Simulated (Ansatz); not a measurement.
## CuSn3 under changes of volume

One of the cells (24.437 Å³/atom); the others are scaled copies at fixed shape and fractional positions:

```
CELL_PARAMETERS angstrom
-2.23990 2.23990 4.87070
2.23990 -2.23990 4.87070
2.23990 2.23990 -4.87070
ATOMIC_POSITIONS crystal
Sn 0.50000 0.50000 0.00000
Sn 0.25000 0.75000 0.50000
Sn 0.75000 0.25000 0.50000
Cu 0.00000 0.00000 0.00000
```

The cell comes from a database or a generator and needn't be the stable form of this composition.

```yaml
Program: Ansatz 0.2.0
Functional: LDA
Potentials_or_basis: Ansatz PAW
Cutoff: "420 eV (not typed: the program's choice for these potentials)"
k_mesh: 8 × 8 × 8
Occupations: fermi-dirac, width 0.05 eV
Spin: no spin polarisation
```

| volume (Å³/atom) | energy over the lowest point (meV/atom) | pressure (GPa) |
| --- | --- | --- |
| 22.971 | 0.00 | -2.8 |
| 23.460 | 10.12 | -3.9 |
| 23.948 | 23.40 | -4.8 |
| 24.437 | ? | ? |
| 24.926 | 58.00 | -6.4 |
| 25.415 | 78.68 | -7.1 |
| 25.903 | 101.24 | -7.7 |

Q: What does the run at 24.437 Å³/atom give?

A: Energy over the lowest point 39.47 meV/atom; pressure -5.7 GPa.

Worked out: A Birch-Murnaghan fit of order 3 (a polynomial in V^(-2/3)) to the other rows has no minimum within the range. It gives 39.47 meV/atom at 24.437 Å³/atom, against the run's 39.47, and -dE/dV = -5.7 GPa, against -5.7.

Energies are extrapolated to zero smearing.

Caveats: the PAW data sets come from PBE, with cores solved anew for the run's functional, which leaves a small shift of forces and pressure.
